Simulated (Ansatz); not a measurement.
**FH₂InO (SMILES [OH][InH][F]): one structure at several levels**

A test off equilibrium: a structure displaced at random from a GFN2-xTB minimum is computed at several levels, and each is set against CCSD(T).

Program: Ansatz 0.2.0, Gaussian basis. Level of theory: single points in def2-TZVPP. These are calculated values, not measurements.

Cores are frozen in the correlated methods. Filled d shells of the heavier atoms are correlated. Core potentials replace the inner electrons past krypton, and spin-orbit coupling is left out.

## Step 1: The starting structure

SMILES `[OH][InH][F]`, 5 atoms, charge 0, spin multiplicity 1.

Atoms are counted from 1 here; the program's logs count them from 0.

Bond lengths: O1–In2 1.971 Å, O1–H4 0.877 Å, In2–F3 2.113 Å, In2–H5 1.518 Å. Angles: In2–O1–H4 108.6°, O1–In2–F3 101.3°, O1–In2–H5 135.7°, F3–In2–H5 122.8°.

Geometry (Å):

```csv
atom,x (Å),y (Å),z (Å)
O1,-1.22680,0.24950,-0.61350
In2,0.58740,0.30160,0.15410
F3,0.77680,-1.66430,0.90600
H4,-1.44690,-0.58810,-0.75420
H5,1.65640,1.36260,0.34630
```

## Step 2: CCSD(T)/def2-TZVPP

run/in.yaml

```yaml
crystal:
  periodic: [false, false, false]
  atoms:
    - {symbol: O, position_ang: [-1.226800, 0.249500, -0.613500]}
    - {symbol: In, position_ang: [0.587400, 0.301600, 0.154100]}
    - {symbol: F, position_ang: [0.776800, -1.664300, 0.906000]}
    - {symbol: H, position_ang: [-1.446900, -0.588100, -0.754200]}
    - {symbol: H, position_ang: [1.656400, 1.362600, 0.346300]}
basis:
  gaussian: {orbitals: def2-TZVPP}
correlation: {method: ccsd_t}
output: {forces: true}
```

No record of the launch command was kept for these runs.

## Step 3: PBE0-D4/def2-TZVPP

Changes to run/in.yaml since step 2:

```diff
@@ -10,3 +10,3 @@
   gaussian: {orbitals: def2-TZVPP}
-correlation: {method: ccsd_t}
-output: {forces: true}
+hamiltonian: {xc: pbe0, dispersion: d4}
+output: {forces: true, orbitals: {seedname: orbitals}}
```

## Step 4: wB97M-V/def2-TZVPP

Changes to run/in.yaml since step 3:

```diff
@@ -10,3 +10,3 @@
   gaussian: {orbitals: def2-TZVPP}
-hamiltonian: {xc: pbe0, dispersion: d4}
-output: {forces: true, orbitals: {seedname: orbitals}}
+hamiltonian: {xc: {name: wB97M-V}}
+output: {forces: true}
```

## Step 5: r2SCAN-D4/def2-TZVPP

Changes to run/in.yaml since step 4:

```diff
@@ -10,3 +10,3 @@
   gaussian: {orbitals: def2-TZVPP}
-hamiltonian: {xc: {name: wB97M-V}}
+hamiltonian: {xc: r2scan, dispersion: d4}
 output: {forces: true}
```

## Step 6: PBE-D4/def2-TZVPP

Changes to run/in.yaml since step 5:

```diff
@@ -10,3 +10,3 @@
   gaussian: {orbitals: def2-TZVPP}
-hamiltonian: {xc: r2scan, dispersion: d4}
+hamiltonian: {xc: pbe, dispersion: d4}
 output: {forces: true}
```

## Step 7: wB97X-V/def2-TZVPP

Changes to run/in.yaml since step 6:

```diff
@@ -10,3 +10,3 @@
   gaussian: {orbitals: def2-TZVPP}
-hamiltonian: {xc: pbe, dispersion: d4}
+hamiltonian: {xc: {name: wB97X-V}}
 output: {forces: true}
```

## Step 8: B97M-V/def2-TZVPP

Changes to run/in.yaml since step 7:

```diff
@@ -10,3 +10,3 @@
   gaussian: {orbitals: def2-TZVPP}
-hamiltonian: {xc: {name: wB97X-V}}
+hamiltonian: {xc: {name: B97M-V}}
 output: {forces: true}
```

(Steps that only read results are left out.)

Q: Predict the outcome of this session. Wanted: energy less free atoms, CCSD(T)/def2-TZVPP; RMS force component; RMS force error; HOMO and LUMO, PBE0-D4; T1 diagnostic.

**Answer**, as computed:

```
                                  quantity                                                                                          value
energy less free atoms, CCSD(T)/def2-TZVPP                                                                                 -1344.0 kJ/mol
                       RMS force component                                                           2.604 to 2.714 eV/Å over the methods
                           RMS force error  PBE0-D4 0.076, wB97M-V 0.069, r2SCAN-D4 0.101, PBE-D4 0.297, wB97X-V 0.066, B97M-V 0.137 eV/Å
                    HOMO and LUMO, PBE0-D4                                                                             -8.94 and -1.71 eV
                             T1 diagnostic                                                                                          0.017
```

**Reading.** Against CCSD(T) the functionals' energies less atoms differ by -61.4 to +0.1 kJ/mol, PBE-D4 by -61.4 kJ/mol. CCSD(T) in triple zeta still lacks some correlation energy of the bonds, so part of these gaps is its own basis error and they don't rank the functionals. The forces of wB97X-V come nearest to CCSD(T), those of PBE-D4 are farthest. Frozen-core CCSD(T) forces in triple zeta carry basis errors of their own, and this is one geometry, so small gaps rank nothing.
